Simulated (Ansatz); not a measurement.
This script makes cell relaxations under several functionals of NaSe, space group Fm-3m with Ansatz 0.2.0, Python API.

Input file `nase.cif`:
```cif
data_NaSe
_cell_length_a 4.233110
_cell_length_b 4.233110
_cell_length_c 4.233110
_cell_angle_alpha 60.00000
_cell_angle_beta 60.00000
_cell_angle_gamma 60.00000
_symmetry_space_group_name_H-M 'P 1'
_symmetry_Int_Tables_number 1
loop_
_symmetry_equiv_pos_as_xyz
'x, y, z'
loop_
_atom_site_label
_atom_site_type_symbol
_atom_site_fract_x
_atom_site_fract_y
_atom_site_fract_z
Na1 Na    0.000000    0.000000    0.000000
Se2 Se    0.500000    0.500000    0.500000
```

The script, `nase_lattice.py`:
```python
import ansatz as az
from ase.io import read
import numpy as np

def edges_and_angles(cell):
    cell = np.asarray(cell)
    a, b, c = np.linalg.norm(cell, axis=1)
    cosines = cell[1] @ cell[2] / (b * c), cell[0] @ cell[2] / (a * c), cell[0] @ cell[1] / (a * b)
    return (a, b, c, *np.degrees(np.arccos(cosines)))


def main() -> None:
    atoms = read("nase.cif")
    cell = az.Crystal.from_ase(atoms)

    calculation = cell.calculation()
    calculation = calculation.kpoints(density=3.8)
    calculation = calculation.occupations(az.OccupationsMethod.FERMI_DIRAC, width=0.15)
    calculation = calculation.relax(cell=True, force_tolerance=0.01, max_steps=40)

    levels = [("lda", "none"), ("pbesol", "none"), ("pbesol", "d3bj")]
    print("level            a       b       c    alpha   beta  gamma  V/atom  steps")
    for name, dispersion in levels:
        seen = []
        run = calculation.functional(name, dispersion=dispersion).session().plan()
        res = run.execute(on_event=lambda e: seen.append(e) if e["event"] == "relax_step" else None)
        cell = res.lattice.cell_ang
        label = name if dispersion == "none" else f"{name}+{dispersion}"
        print("{:13s} {:7.4f} {:7.4f} {:7.4f} {:6.2f} {:6.2f} {:6.2f}".format(label, *edges_and_angles(cell)), f"{abs(np.linalg.det(cell)) / len(res.lattice.sites):7.3f} {len(seen):5d}")


if __name__ == "__main__":
    main()
```

Rank the levels of theory by the volume of the relaxed cell.

From smallest to largest: PBEsol+D3BJ (23.41 Å³ an atom, -12.7 % against the start), LDA (23.52 Å³ an atom, -12.3 % against the start) and PBEsol (25.05 Å³ an atom, -6.6 % against the start). The spread is 7.0 % in volume.

What the script printed:

`python nase_lattice.py` gives:
```text
level            a       b       c    alpha   beta  gamma  V/atom  steps
DeckWarning: basis.ecutwfc = 420 eV, auto-derived from the records' recommended cutoffs: set by Na (normal level)
lda            4.0521  4.0521  4.0521  60.00  60.00  60.00  23.523     5
pbesol         4.1379  4.1379  4.1379  60.00  60.00  60.00  25.048     5
pbesol+d3bj    4.0457  4.0457  4.0457  60.00  60.00  60.00  23.412     5
```
(Warnings from the package without file and line.)

What to keep in mind:
- Forces vanish by symmetry, so the ions can't move, and the end may be a saddle.
- Dispersion corrections can be off by several per cent in the lattices of metals, and by several GPa in the pressure at a fixed cell.
- The mesh is modest for a metal, so energies can be off by several to tens of meV an atom and pressures by half a GPa or more; differences at equal mesh fare better.
- Edges and angles are those of the cell as typed, here a primitive one, not of the conventional cell.
- This cell is a computed structure, which may not be the phase found in nature.
- Hardware and time: 5.9 s on 1 thread of AMD EPYC 9R45 96-Core Processor (Zen 5), on a shared host, peak memory 0.49 GiB.

(Lines on the test bed's own set-up are left out of the output.)
